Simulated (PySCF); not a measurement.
# Carbon: the same states on changed settings

The task here is to estimate one member of a computed series from the others.

Method: unrestricted determinants in a Gaussian basis, no spin-orbit coupling in the energies. Code: PySCF 2.14.0.

6 further runs of the same task are left out: 6 that didn't finish.

## The atom as given

| Quantity | Value |
| --- | --- |
| Element | carbon (Z = 6) |
| Basis | STO-3G (2s1p, 5 functions) |
| Hamiltonian | the non-relativistic Hamiltonian (point nucleus) |
| State 1 | C⁺: [He] 2s2 2p1, 2P determinant |
| State 2 | C²⁺: [He] 2s2, closed-shell 1S |
| Methods | UHF, BP86, B3LYP, MP2, CCSD(T) |
| Core shells frozen in the correlated runs | valence: 1s2 (for C⁺) |

The outer shells:

C+ [He] 2s2 2p1
```
[He] core
2s [↑↓]
2p [↑ ][  ][  ]
```

C2+ [He] 2s2
```
[He] core
2s [↑↓]
```

The sound run (cc-pVTZ-DK, scalar relativity by spin-free X2C-1e, symmetry-adapted start, fine grid, valence correlation) gave:

| species | method | energy (hartree) |
| --- | --- | --- |
| C⁺ | UHF | -37.30986 |
| C⁺ | BP86 | -37.43562 |
| C⁺ | B3LYP | -37.45033 |
| C⁺ | MP2 (valence) | -37.36055 |
| C⁺ | CCSD(T) (valence) | -37.38550 |
| C²⁺ | UHF | -36.42264 |
| C²⁺ | BP86 | -36.52112 |
| C²⁺ | B3LYP | -36.53130 |
| C²⁺ | MP2 (valence) | -36.46563 |
| C²⁺ | CCSD(T) (valence) | -36.49548 |

The runs were made by one driver on top of PySCF. The scripts below sum up each run's settings (the driver also hands on starting orbitals that pick excited configurations, and frozen orbitals as a list rather than a count), and the logs come from the driver's own runs. The driver starts from symmetry-adapted Hartree-Fock orbitals, holds the occupation by maximum overlap and uses a logarithmic radial grid for functionals, so a plain start would take other cycles.

Set-up of the first run:

The driver's launch:

```bash
> OMP_NUM_THREADS=1 python atomrun2.py TASK.json OUT
```

Contents of input.py:

```python
from pyscf import gto, scf, dft, mp, cc
import basis_set_exchange as bse
mol = gto.M(atom="C 0 0 0", charge=1, spin=1, symmetry="D2h",
            basis=gto.basis.parse(bse.get_basis("STO-3G", elements=["C"], fmt="nwchem", header=False)))
mf = scf.UHF(mol)
mf.irrep_nelec = {'Ag': (2, 2), 'B2u': (1, 0)}
mf.kernel()
```

Among the steps run: Changed run, C⁺, method by method; Changed run, C²⁺, method by method.

One table of the session follows, with a row left open; its other results are not shown here.

Ionisation energy of C⁺:

```
 method  sound run (eV)
    UHF          24.142
   BP86          24.885
  B3LYP          25.008
    MP2          24.352
SCS-MP2          24.313
   CCSD               ?
CCSD(T)          24.219
```

**Question.** Estimate the row for CCSD.

As computed: sound run (eV): 24.188. In the column «sound run (eV)» it lies between UHF (24.142) and CCSD(T) (24.219).
